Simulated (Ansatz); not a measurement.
# AgCl (SMILES [Cl][Ag]): single points off equilibrium

Aim: energy, forces and dipole at a structure displaced at random from a GFN2-xTB minimum, from CCSD(T) and from density functionals.

Method: single points in def2-TZVPP; program: Ansatz 0.2.0, Gaussian basis.

Correlated methods freeze the cores. Filled d shells of the heavier atoms are correlated. Core potentials replace the inner electrons past krypton, and spin-orbit coupling is left out.

## Step 1: Starting geometry

SMILES `[Cl][Ag]`, 2 atoms, charge 0, spin multiplicity 1.

Atoms are counted from 1 here; the program's logs count them from 0.

Bond lengths: Cl1–Ag2 2.226 Å.

Geometry (Å):

```
Cl    0.9533   -0.3089    0.5296
Ag   -0.9498    0.1123   -0.5446
```

## Step 2: CCSD(T)/def2-TZVPP

Contents of run/in.yaml:

```yaml
crystal:
  periodic: [false, false, false]
  atoms:
    - {symbol: Cl, position_ang: [0.953300, -0.308900, 0.529600]}
    - {symbol: Ag, position_ang: [-0.949800, 0.112300, -0.544600]}
basis:
  gaussian: {orbitals: def2-TZVPP}
correlation: {method: ccsd_t}
output: {forces: true}
```

The command line of these runs was not kept.

## Step 3: PBE0-D4/def2-TZVPP

run/in.yaml, as its differences from that of step 2:

```diff
@@ -7,3 +7,3 @@
   gaussian: {orbitals: def2-TZVPP}
-correlation: {method: ccsd_t}
-output: {forces: true}
+hamiltonian: {xc: pbe0, dispersion: d4}
+output: {forces: true, orbitals: {seedname: orbitals}}
```

## Step 4: wB97M-V/def2-TZVPP

run/in.yaml, as its differences from that of step 3:

```diff
@@ -7,3 +7,3 @@
   gaussian: {orbitals: def2-TZVPP}
-hamiltonian: {xc: pbe0, dispersion: d4}
-output: {forces: true, orbitals: {seedname: orbitals}}
+hamiltonian: {xc: {name: wB97M-V}}
+output: {forces: true}
```

## Step 5: r2SCAN-D4/def2-TZVPP

run/in.yaml, as its differences from that of step 4:

```diff
@@ -7,3 +7,3 @@
   gaussian: {orbitals: def2-TZVPP}
-hamiltonian: {xc: {name: wB97M-V}}
+hamiltonian: {xc: r2scan, dispersion: d4}
 output: {forces: true}
```

## Step 6: PBE-D4/def2-TZVPP

run/in.yaml, as its differences from that of step 5:

```diff
@@ -7,3 +7,3 @@
   gaussian: {orbitals: def2-TZVPP}
-hamiltonian: {xc: r2scan, dispersion: d4}
+hamiltonian: {xc: pbe, dispersion: d4}
 output: {forces: true}
```

## Step 7: BLYP-D4/def2-TZVPP

run/in.yaml, as its differences from that of step 6:

```diff
@@ -7,3 +7,3 @@
   gaussian: {orbitals: def2-TZVPP}
-hamiltonian: {xc: pbe, dispersion: d4}
+hamiltonian: {xc: {name: BLYP}, dispersion: d4}
 output: {forces: true}
```

## Step 8: r2SCANh-D4/def2-TZVPP

run/in.yaml, as its differences from that of step 7:

```diff
@@ -7,3 +7,3 @@
   gaussian: {orbitals: def2-TZVPP}
-hamiltonian: {xc: {name: BLYP}, dispersion: d4}
+hamiltonian: {xc: {name: r2SCANh}, dispersion: d4}
 output: {forces: true}
```

(Steps that only read results are left out.)

What does the calculation give? Wanted: energy less free atoms, CCSD(T)/def2-TZVPP; RMS force component; RMS force error; HOMO and LUMO, PBE0-D4; T1 diagnostic.

The runs gave:

| quantity | value |
| --- | --- |
| energy less free atoms, CCSD(T)/def2-TZVPP | -69.2 kcal/mol |
| RMS force component | 0.331 to 0.586 eV/Å over the methods |
| RMS force error | PBE0-D4 0.050, wB97M-V 0.057, r2SCAN-D4 0.144, PBE-D4 0.092, BLYP-D4 0.111, r2SCANh-D4 0.117 eV/Å |
| HOMO and LUMO, PBE0-D4 | -7.58 and -3.08 eV |
| T1 diagnostic | 0.018 |

In words: Against CCSD(T) the functionals' energies less atoms differ by -7.5 to +0.7 kcal/mol, PBE-D4 by -4.5 kcal/mol. The reference is not at the basis limit: in triple zeta CCSD(T) underbinds, which counts against methods that bind more; the gaps are no ranking. The forces of PBE0-D4 come nearest to CCSD(T), those of r2SCAN-D4 are farthest. Frozen-core CCSD(T) forces in triple zeta carry basis errors of their own, and this is one geometry, so small gaps rank nothing.
